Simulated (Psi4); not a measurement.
# doublet SnHSCl+: levels of theory compared

Aim: a comparison of 3 runs (UHF/STO-3G, U-wB97X-V/def2-SVP, UB2PLYP/def2-SVP) of doublet SnHSCl+. 

The results are computed with Psi4 1.11.

1 further run of the same task is left out (it didn't finish).

## Step 1: Starting point

The species is SnHSCl+ (4 atoms), meant as a doublet with charge +1. SMILES of the parent species: `[SH][Sn][Cl]`. The shape is that of a PBE0-D4/def2-TZVP optimisation. That shape belongs to the parent species and isn't relaxed for this state.

Bond lengths: S1–Sn2 2.427 Å, Sn2–Cl3 2.379 Å, S1–H4 1.344 Å. Angles: S1–Sn2–Cl3 96.5°, Sn2–S1–H4 93.1°.

## Step 2: The energy at UHF/STO-3G (run 1)

calc.py

```python
import psi4

psi4.set_memory('1600 MB')
psi4.set_num_threads(1)
psi4.core.set_output_file('run.log', False)

geom = psi4.geometry("""
1 2
S      0.35092214     2.81285734    -0.77422079
Sn    -2.63749075    -0.66461668    -0.64590839
Cl     0.16780768    -3.68553286     1.14857554
H      2.22364073     1.42353069     0.23319220
units bohr
symmetry c1
no_reorient
no_com
""")

psi4.set_options({
    'reference': 'uhf',
    'puream': True,
    'e_convergence': 1e-09,
    'd_convergence': 1e-08,
    'scf_type': 'pk',
    'maxiter': 200,
})

energy_value, wavefunction = psi4.energy("hf/STO-3G", molecule=geom, return_wfn=True)
psi4.oeprop(wavefunction, "WIBERG_LOWDIN_INDICES", "MAYER_INDICES", "DIPOLE")
print(f'total energy {energy_value:.8f} hartree = {energy_value * 27.211386:.5f} eV')
for k, v in sorted(psi4.core.scalar_variables().items()):
    print(f'{k:45s} {v:18.10f}')
```

Command:

```
$ python calc.py
```

run.log:

```text
[...]
  Running in c1 symmetry.
[...]
  Nuclear repulsion =  422.245878783182150
[...]
  Multiplicity = 2
[...]
  Nalpha       = 42
  Nbeta        = 41
[...]
    Number of basis functions: 46
[...]
   @UHF iter   1: -6810.94813656810675   -2.84710e+00   1.37025e-02 ADIIS/DIIS
[...]
   @UHF iter  18: -6811.51098471192472    2.72848e-12   2.69493e-09 DIIS
[...]
   @S^2 Observed:                7.679677617E-01
[...]
    Orbital Energies [Eh]
    ---------------------
    Alpha Occupied:
       1A   -1030.225278     2A   -153.856666     3A   -145.686156
       4A   -145.686011     5A   -145.685494     6A   -103.845198
       7A    -91.005249     8A    -29.934215     9A    -26.917178
      10A    -26.916043    11A    -26.914884    12A    -18.519286
      13A    -18.518960    14A    -18.518497    15A    -18.516854
      16A    -18.516603    17A    -10.533894    18A     -8.905117
      19A     -7.977790    20A     -7.972313    21A     -7.972178
      22A     -6.540933    23A     -6.534492    24A     -6.530062
      25A     -5.147595    26A     -3.902173    27A     -3.899371
      28A     -3.895783    29A     -1.236905    30A     -1.225772
      31A     -1.220055    32A     -1.218998    33A     -1.214930
      34A     -1.165821    35A     -1.109417    36A     -0.739139
[...]
  @UHF Final Energy: -6811.51098471192472
   => Energetics <=
    Nuclear Repulsion Energy =            422.2458787831821496
    One-Electron Energy =              -10244.8963229480777954
    Two-Electron Energy =                3011.1394594529706410
    Total Energy =                      -6811.5109847119256301
  UHF NO Occupations:
  HONO-2 :   40  A 1.9983485
  HONO-1 :   41  A 1.9931078
[...]
 Multipole Moments:
 ------------------------------------------------------------------------------------
     Multipole            Electronic (a.u.)      Nuclear  (a.u.)        Total (a.u.)
 ------------------------------------------------------------------------------------
 L = 1.  Multiply by 2.5417464519 to convert [e a0] to [Debye]
 Dipole X            :        118.3432872         -121.1834120           -2.8401248
 Dipole Y            :         49.5869205          -49.4556445            0.1312760
 Dipole Z            :         23.9725242          -24.9239758           -0.9514515
 Magnitude           :                                                    2.9981331
[...]
```

On the terminal:

```text
total energy -6811.51098471 hartree = -185350.65465 eV
CURRENT ENERGY                                  -6811.5109847119
CURRENT REFERENCE ENERGY                        -6811.5109847119
DD SOLVATION ENERGY                                 0.0000000000
HF KINETIC ENERGY                                6796.4662734394
HF POTENTIAL ENERGY                            -13607.9772581513
HF TOTAL ENERGY                                 -6811.5109847119
HF VIRIAL RATIO                                     2.0022136079
NUCLEAR REPULSION ENERGY                          422.2458787832
ONE-ELECTRON ENERGY                            -10244.8963229481
PCM POLARIZATION ENERGY                             0.0000000000
PE ENERGY                                           0.0000000000
SCF ITERATION ENERGY                            -6811.5109847119
SCF ITERATIONS                                     18.0000000000
SCF TOTAL ENERGY                                -6811.5109847119
TWO-ELECTRON ENERGY                              3011.1394594530
```

Run time: 2.4 s. Hardware: 1 thread of AMD EPYC 7R43 (Zen 3), shared host; peak memory 0.18 GiB.

## Step 3: The energy at U-wB97X-V/def2-SVP (core potential) (run 2)

run.py

```python
import psi4

psi4.set_memory(1600000000)
psi4.set_num_threads(1)
psi4.core.set_output_file('run.log', False)

geom = psi4.geometry("""
1 2
S      0.35092214     2.81285734    -0.77422079
Sn    -2.63749075    -0.66461668    -0.64590839
Cl     0.16780768    -3.68553286     1.14857554
H      2.22364073     1.42353069     0.23319220
units au
symmetry c1
no_reorient
no_com
""")

psi4.set_options({
    'basis': 'def2-SVP',
    'reference': 'uks',
    'puream': True,
    'e_convergence': 1e-09,
    'd_convergence': 1e-08,
    'scf_type': 'pk',
    'dft_radial_points': 99,
    'dft_spherical_points': 590,
    'maxiter': 200,
})

energy_value = psi4.energy("wb97x-v", molecule=geom)
print('E =', round(energy_value, 9))
for k, v in sorted(psi4.core.scalar_variables().items()):
    print(f'{k:45s} {v:18.10f}')
```

Command:

```
$ python run.py
```

run.log:

```text
[...]
    !!!  WARNING: ECP capability is in beta. Please check occupations closely.  !!!
[...]
  Running in c1 symmetry.
[...]
  Nuclear repulsion =  213.489034279884720
[...]
  Multiplicity = 2
[...]
  Nalpha       = 28
  Nbeta        = 27
[...]
    Number of basis functions: 67
[...]
   @UKS iter   1: -1072.49239013581200   -1.25883e+00   4.96725e-03 DIIS/ADIIS
[...]
   @UKS iter  22: -1072.60405464216842   -6.13909e-12   6.12130e-09 DIIS
[...]
   @S^2 Observed:                7.668698957E-01
[...]
    Orbital Energies [Eh]
    ---------------------
    Alpha Occupied:
       1A   -101.694968     2A    -89.091662     3A     -9.757418
       4A     -8.289882     5A     -7.518299     6A     -7.511065
       7A     -7.510138     8A     -6.254669     9A     -6.247334
      10A     -6.240838    11A     -5.500440    12A     -3.850952
      13A     -3.846678    14A     -3.843964    15A     -1.433209
      16A     -1.430743    17A     -1.430637    18A     -1.428302
      19A     -1.425563    20A     -1.137039    21A     -1.086702
      22A     -0.824082    23A     -0.730354    24A     -0.664210
      25A     -0.630446    26A     -0.626113    27A     -0.595335
      28A     -0.590962
    Alpha Virtual:
[...]
  @UKS Final Energy: -1072.60405464216842
   => Energetics <=
    Nuclear Repulsion Energy =            213.4890342798847200
    One-Electron Energy =               -1974.9500999871006570
    Two-Electron Energy =                 741.8226003527601051
    DFT Exchange-Correlation Energy =     -53.1871236213350898
    Empirical Dispersion Energy =           0.0000000000000000
    VV10 Nonlocal Energy =                  0.2215343336225044
    Total Energy =                      -1072.6040546421684212
[...]
 Multipole Moments:
 ------------------------------------------------------------------------------------
     Multipole            Electronic (a.u.)      Nuclear  (a.u.)        Total (a.u.)
 ------------------------------------------------------------------------------------
 L = 1.  Multiply by 2.5417464519 to convert [e a0] to [Debye]
 Dipole X            :         45.2324251          -47.3336710           -2.1012458
 Dipole Y            :         30.7596427          -30.8463774           -0.0867348
 Dipole Z            :          6.1837259           -6.8385408           -0.6548149
 Magnitude           :                                                    2.2026211
[...]
```

Standard output:

```text
E = -1072.604054642
CURRENT ENERGY                                  -1072.6040546422
CURRENT REFERENCE ENERGY                        -1072.6040546422
DD SOLVATION ENERGY                                 0.0000000000
DFT FUNCTIONAL TOTAL ENERGY                     -1072.6040546422
DFT TOTAL ENERGY                                -1072.6040546422
DFT VV10 ENERGY                                     0.2215343336
DFT XC ENERGY                                     -53.1871236213
GRID ELECTRONS ALPHA                               27.9999995439
GRID ELECTRONS BETA                                26.9999995751
GRID ELECTRONS TOTAL                               54.9999991190
NUCLEAR REPULSION ENERGY                          213.4890342799
ONE-ELECTRON ENERGY                             -1974.9500999871
PCM POLARIZATION ENERGY                             0.0000000000
PE ENERGY                                           0.0000000000
SCF ITERATION ENERGY                            -1072.6040546422
SCF ITERATIONS                                     22.0000000000
SCF TOTAL ENERGY                                -1072.6040546422
TWO-ELECTRON ENERGY                               741.8226003528
XC GRID RADIAL POINTS                              99.0000000000
XC GRID SPHERICAL POINTS                          590.0000000000
XC GRID TOTAL POINTS                           218792.0000000000
```

Run time: 77 s. Hardware: 1 thread of AMD EPYC 7R43 (Zen 3), shared host; peak memory 0.6 GiB.

## Step 4: A single-point energy at UB2PLYP/def2-SVP (core potential, density fitting for correlation) (run 3)

calc.py

```python
import psi4

psi4.set_memory(1600000000)
psi4.set_num_threads(1)
psi4.set_output_file('output.dat', False)

molecule = psi4.geometry("""
1 2
S      0.185700     1.488500    -0.409700
Sn    -1.395700    -0.351700    -0.341800
Cl     0.088800    -1.950300     0.607800
H      1.176700     0.753300     0.123400
symmetry c1
no_reorient
no_com
""")

psi4.set_options({
    'basis': 'def2-SVP',
    'reference': 'uks',
    'puream': True,
    'e_convergence': 1e-09,
    'd_convergence': 1e-08,
    'scf_type': 'pk',
    'dft_radial_points': 99,
    'dft_spherical_points': 590,
    'num_frozen_docc': 14,
    'maxiter': 200,
})

energy_value = psi4.energy('b2plyp', molecule=molecule)
print('E =', round(energy_value, 9))
```

Command:

```
$ python calc.py
```

output.dat:

```text
[...]
    !!!  WARNING: ECP capability is in beta. Please check occupations closely.  !!!
[...]
  Running in c1 symmetry.
[...]
  Nuclear repulsion =  213.489034180479024
[...]
  Multiplicity = 2
[...]
  Nalpha       = 28
  Nbeta        = 27
[...]
    Number of basis functions: 67
[...]
   @UKS iter   1: -1072.01452640452248   -1.08336e+00   4.30303e-03 DIIS/ADIIS
[...]
   @UKS iter  21: -1072.08895527399545   -3.29692e-11   4.89938e-09 DIIS
[...]
   @S^2 Observed:                7.712332590E-01
[...]
    Orbital Energies [Eh]
    ---------------------
    Alpha Occupied:
       1A   -103.079775     2A    -90.383135     3A    -10.110997
       4A     -8.611427     5A     -7.757467     6A     -7.751357
       7A     -7.750473     8A     -6.468130     9A     -6.459394
      10A     -6.454917    11A     -5.708813    12A     -3.987852
      13A     -3.985455    14A     -3.982060    15A     -1.439280
      16A     -1.436990    17A     -1.436678    18A     -1.434178
      19A     -1.431842    20A     -1.118067    21A     -1.062471
      22A     -0.771574    23A     -0.684993    24A     -0.618456
      25A     -0.580774    26A     -0.578370    27A     -0.550891
      28A     -0.542594
    Alpha Virtual:
[...]
  @UKS Final Energy: -1072.08895527399545
   => Energetics <=
    Nuclear Repulsion Energy =            213.4890341804790239
    One-Electron Energy =               -1975.0678586904191434
    Two-Electron Energy =                 723.9406173981813026
    DFT Exchange-Correlation Energy =     -34.4507481622365859
    Empirical Dispersion Energy =           0.0000000000000000
    VV10 Nonlocal Energy =                  0.0000000000000000
    Total Energy =                      -1072.0889552739954524
[...]
 Multipole Moments:
 ------------------------------------------------------------------------------------
     Multipole            Electronic (a.u.)      Nuclear  (a.u.)        Total (a.u.)
 ------------------------------------------------------------------------------------
 L = 1.  Multiply by 2.5417464519 to convert [e a0] to [Debye]
 Dipole X            :         45.2351205          -47.3336710           -2.0985505
 Dipole Y            :         30.8188286          -30.8463775           -0.0275489
 Dipole Z            :          6.1665072           -6.8385409           -0.6720337
 Magnitude           :                                                    2.2037020
[...]
```

On the terminal:

```text
E = -1072.203923757
```

Run time: 22 s. Hardware: 1 thread of AMD EPYC 7R43 (Zen 3), shared host; peak memory 0.58 GiB.

## Step 5: All runs side by side

| run | level | core potential | properties | energy (Eh) | HOMO energy (eV) | LUMO energy (eV) | ⟨S²⟩ | wall time |
| --- | --- | --- | --- | --- | --- | --- | --- | --- |
| 1 | UHF/STO-3G | none | (wiberg, mayer, dipole) | -6811.510985 | -13.89 | -5.13 | 0.768 | 2.4 s |
| 2 | U-wB97X-V/def2-SVP (core potential) | def2 | – | -1072.604055 | -15.91 | -9.74 | 0.767 | 77 s |
| 3 | UB2PLYP/def2-SVP (core potential, density fitting for correlation) | def2 | – | -1072.203924 | -14.55 | -10.34 | 0.771 | 22 s |

## Step 6: Outcome

| quantity | value |
| --- | --- |
| run 3: total energy | -1072.20392 Eh |
| run 3: HOMO energy (SCF part's orbitals) (highest over α and β) | -14.55 eV |
| run 3: LUMO energy (SCF part's orbitals) (lowest over α and β) | -10.34 eV |
| run 3: ⟨S²⟩ | 0.771 |

**Reading.** Totals of different functionals can't be ranked against each other. Some runs of one species differ in core potentials or relativity; totals across that change don't compare. In run 1 the basis is minimal, so the values are rough. In run 1 relativity is left out where basis or elements ask for it. All runs together took 1.7 min, the longest 77 s.
